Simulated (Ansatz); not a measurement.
From input file to script: YRh, space group Pm-3m in Ansatz 0.2.0.

```yaml
crystal:
  lattice:
    - [3.407, 0.0, 0.0]
    - [0.0, 3.407, 0.0]
    - [0.0, 0.0, 3.407]
  atoms:
    - { symbol: "Y", position: [0.5, 0.5, 0.5] }
    - { symbol: Rh, position: [0.0, 0.0, 0.0] }
basis:
  ecutwfc: 612.25619053473
kpoints:
  mp_grid:
    grid: [8, 8, 8]
hamiltonian:
  xc: r2scan
scf:
  occupations:
    method: fermi_dirac
    width: 0.1
phonons:
  method: fd
  supercell: [2, 2, 2]
  qpath:
    path:
      - [0.0, 0.0, 0.0]
      - [0.0, 0.5, 0.0]
      - [0.5, 0.5, 0.0]
      - [0.0, 0.0, 0.0]
      - [0.5, 0.5, 0.5]
    npoints: 8
```

`run_phonons.py`:
```python
"""Lattice dynamics of YRh in a supercell."""

from dataclasses import dataclass
from pathlib import Path

import ansatz as az
from ase import Atoms
import numpy as np


@dataclass(frozen=True)
class RunConfig:
    functional: str = "r2scan"
    occupations: str = "fermi_dirac"
    sigma: float = 0.1
    kgrid: tuple[int, ...] = (8, 8, 8)


cfg = RunConfig()

atoms = Atoms(
    ["Y", "Rh"],
    scaled_positions=[
        [0.5, 0.5, 0.5],
        [0.0, 0.0, 0.0],
    ],
    cell=[
        [3.407, 0.0, 0.0],
        [0.0, 3.407, 0.0],
        [0.0, 0.0, 3.407],
    ],
    pbc=True,
)
xtal = az.Crystal.from_ase(atoms)
path = [
    ("G", (0.0, 0.0, 0.0)),
    ("X", (0.0, 0.5, 0.0)),
    ("M", (0.5, 0.5, 0.0)),
    ("G", (0.0, 0.0, 0.0)),
    ("R", (0.5, 0.5, 0.5)),
]

# the k mesh has to be a multiple of the supercell
base = xtal.calculation()
base = base.functional(cfg.functional)
base = base.basis(45 * az.Ry)
base = base.occupations(cfg.occupations, width=cfg.sigma)
base = base.kpoints(*cfg.kgrid).phonons("fd", supercell=2, path=[q for _, q in path], intervals=8)
done = base.run(threads=1, backend="cpu", runs_dir="phonon_runs")
folder = Path(done.output_folder) / "results"
ph = done.phonons

print("modes at Gamma (1/cm):", np.round(ph.gamma_omega_inv_cm, 1) + 0.0)
print(f"{ph.n_members} displaced supercells, sum-rule residual {ph.asr_residual_pre_ev_ang2:.1e} eV/A^2")
table = np.loadtxt(folder / "phbands.tsv", comments="#")
n_modes = len(ph.gamma_omega_inv_cm)
omega = table[:, 1 : 1 + n_modes]
for i, (label, _) in enumerate(path):
    print(f"{label:3s}", " ".join(f"{v:7.1f}" for v in omega[min(i * 8, len(omega) - 1)]))
# a negative number stands for an imaginary frequency
print(f"lowest {omega.min():.1f}, highest {omega.max():.1f} 1/cm on the path;", "unstable" if omega.min() < -10 else "no imaginary branch")
```

```console
$ python run_phonons.py
modes at Gamma (1/cm): [  0.    0.    0.  147.7 147.7 147.7]
2 displaced supercells, sum-rule residual 2.8e-04 eV/A^2
G       0.0     0.0     0.0   147.7   147.7   147.7
X      88.0    88.0   113.1   113.1   128.8   205.5
M      89.5    97.8    97.8   118.6   192.7   192.7
G       0.0     0.0     0.0   147.7   147.7   147.7
R     117.3   117.3   117.3   188.8   188.8   188.8
lowest 0.0, highest 205.5 1/cm on the path; no imaginary branch
```

Caveats:
- The run is spin-unpolarised.
- The cell isn't relaxed first, so the values belong to this volume.
- For a metal this mesh is far too coarse, so the numbers only illustrate the procedure.
- The structure is a deposited one; some such entries were measured under pressure or heat, so a shift against it needn't be the functional's error alone.
- The structure is taken as given and the supercell is small; imaginary modes can come from an unrelaxed or unstable start. Phonons of metals also depend on mesh and smearing.
- It ran for 7.4 min on 1 thread of Arm Neoverse V2, on a shared host, peak memory 2.5 GiB.

(Lines on the test bed's own set-up are left out of the output.)
